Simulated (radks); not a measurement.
# Valence configurations of C⁺

Aim: which of several valence configurations of C⁺ lies lowest at this level, and whether it is the one NIST lists ([He] 2s2 2p1).

Method: non-relativistic Kohn-Sham, BLYP, spin-polarised, spherical densities, point nucleus; open shells are filled with parallel spins first. Code: radks (a radial shooting solver on a logarithmic mesh, Libxc functionals) version 1.

## (1) The system

* element: carbon (Z = 6)
* charge: +1
* electrons: 5
* configuration: [He] 2s2 2p1
* others tried: 2p3; 2s1 2p2; 2s1.5 2p1.5

The outer shells:

C⁺
```
[He] core
2s [↑↓]
2p [↑ ][  ][  ]
```

## (2) [He] 2s2 2p1

Settings of this run:

```text
Z 6
configuration [He] 2s2 2p1
relativity non-relativistic
functional b88,lyp
spin polarised
nucleus point
```

## (3) [He] 2p3

Settings of this run:

```text
Z 6
configuration [He] 2p3
relativity non-relativistic
functional b88,lyp
spin polarised
nucleus point
```

## (4) [He] 2s1 2p2

Settings of this run:

```text
Z 6
configuration [He] 2s1 2p2
relativity non-relativistic
functional b88,lyp
spin polarised
nucleus point
```

## (5) [He] 2s1.5 2p1.5

Settings of this run:

```text
Z 6
configuration [He] 2s1.5 2p1.5
relativity non-relativistic
functional b88,lyp
spin polarised
nucleus point
```

Before running it: what results should come out? Wanted: for each run, valence; E − E(NIST configuration); moment; highest level; its energy; 1s shift.

**Answer**, as computed:

| valence | E − E(NIST configuration) (eV) | moment (μB) | highest level | its energy (eV) | 1s shift (eV) |
| --- | --- | --- | --- | --- | --- |
| 2s2 2p1 | 0.000 | 1 | 2p up | -17.681 | +0.00 |
| 2s1.5 2p1.5 | 3.053 | 2 | 2p up | -18.103 | +0.08 |
| 2s1 2p2 | 5.260 | 3 | 2p up | -18.330 | +0.38 |
| 2p3 | 14.024 | 3 | 2p up | -18.368 | +0.42 |

In words: The NIST configuration is the lowest of those tried, 3.053 eV under 2s1.5 2p1.5. The energies are those of spherical high-spin densities, not of single terms. The 1s eigenvalue shifts by up to 0.42 eV as the valence charge is rearranged.
